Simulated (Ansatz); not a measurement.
# SrVO3: the cost of one run

Program: Ansatz 0.2.0. Level of theory: DFT PBE+U (U_eff = 7 eV on V d, around-mean-field double counting), plane waves, PAW. These are calculated values, not measurements.

## (1) Starting point

The structure is cubic, space group Pm-3m (No. 221). The conventional cell has a = 3.841 Å, b = 3.841 Å, c = 3.841 Å, α = 90.00°, β = 90.00°, γ = 90.00°. Sr (site symmetry m-3m) has 12 O at 2.72 Å as nearest neighbours. Around V (site symmetry m-3m) lie 6 O at 1.92 Å. Around O (site symmetry 4/mmm) lie 2 V at 1.92 Å and 4 Sr at 2.72 Å.

As a file:

```cif
data_structure
_symmetry_space_group_name_H-M 'Pm-3m'
_symmetry_Int_Tables_number 221
_cell_length_a 3.8409
_cell_length_b 3.8409
_cell_length_c 3.8409
_cell_angle_alpha 90.000
_cell_angle_beta 90.000
_cell_angle_gamma 90.000
_cell_volume 56.66
loop_
_atom_site_label
_atom_site_type_symbol
_atom_site_symmetry_multiplicity
_atom_site_Wyckoff_symbol
_atom_site_fract_x
_atom_site_fract_y
_atom_site_fract_z
_atom_site_occupancy
Sr1 Sr 1 b 0.50000 0.50000 0.50000 1
V1 V 1 a 0.00000 0.00000 0.00000 1
O1 O 3 d 0.50000 0.00000 0.00000 1
```

Magnetic order typed: ferromagnetic.

An earlier series on this cell reached its lowest free state from «from atoms, default search», perhaps among other starts.

## (2) Random orbitals: single harmonics, second filling

Input file input.yaml:

```yaml
crystal:
  lattice:
    - [3.8408994, 0.0, 0.0]
    - [0.0, 3.8408994, 0.0]
    - [0.0, 0.0, 3.8408994]
  atoms:
    - { symbol: Sr, position: [0.5, 0.5, 0.5] }
    - { symbol: V, position: [0.0, 0.0, 0.0], spin: 1.0 }
    - { symbol: O, position: [0.5, 0.0, 0.0] }
    - { symbol: O, position: [0.0, 0.5, 0.0] }
    - { symbol: O, position: [0.0, 0.0, 0.5] }
basis:
  ecutwfc: 420
  ecutrho_ratio: 4
kpoints:
  mp_grid: { grid: [5, 5, 5] }
hamiltonian:
  xc: pbe
  hubbard:
    sites:
      - { site: 1, l: d, u_eff: 7.0, starting_ns: [{ spin: up, occupation_matrix: s1up }, { spin: down, occupation_matrix: s1down }] }
    double_counting: amf
    occupation_matrices:
      s1up:
        matrix:
          - [0.02, 0.0, 0.0, 0.0, 0.0]
          - [0.0, 0.02, 0.0, 0.0, 0.0]
          - [0.0, 0.0, 0.97, 0.0, 0.0]
          - [0.0, 0.0, 0.0, 0.02, 0.0]
          - [0.0, 0.0, 0.0, 0.0, 0.02]
      s1down:
        matrix:
          - [0.02, 0.0, 0.0, 0.0, 0.0]
          - [0.0, 0.02, 0.0, 0.0, 0.0]
          - [0.0, 0.0, 0.02, 0.0, 0.0]
          - [0.0, 0.0, 0.0, 0.02, 0.0]
          - [0.0, 0.0, 0.0, 0.0, 0.02]
    ns_hold: until_converged
scf:
  occupations: { method: gaussian, width: 0.05 }
  lower_state_search: "off"
  max_iter: 150
output:
  forces: true
  stress: true
  eigenvalues: true
  populations: true
  hubbard: { sites: [{ site: 1, l: d }] }
magnetization:
  spin_polarized: true
```

The typed matrices put 0.97 on the chosen orbitals and 0.02 on the others, and are held until the SCF converges, then released.

On the command line:

```sh
$ ansatz run input.yaml --threads 4 --pin off --max-ram 6144MiB --backend cpu --events-out ev --progress --plain --runs-dir out
```

Q: Estimate wall time and peak memory on 4 threads of Arm Neoverse V2, shared host.

About 2.9 s, with a peak of 0.4 GiB.
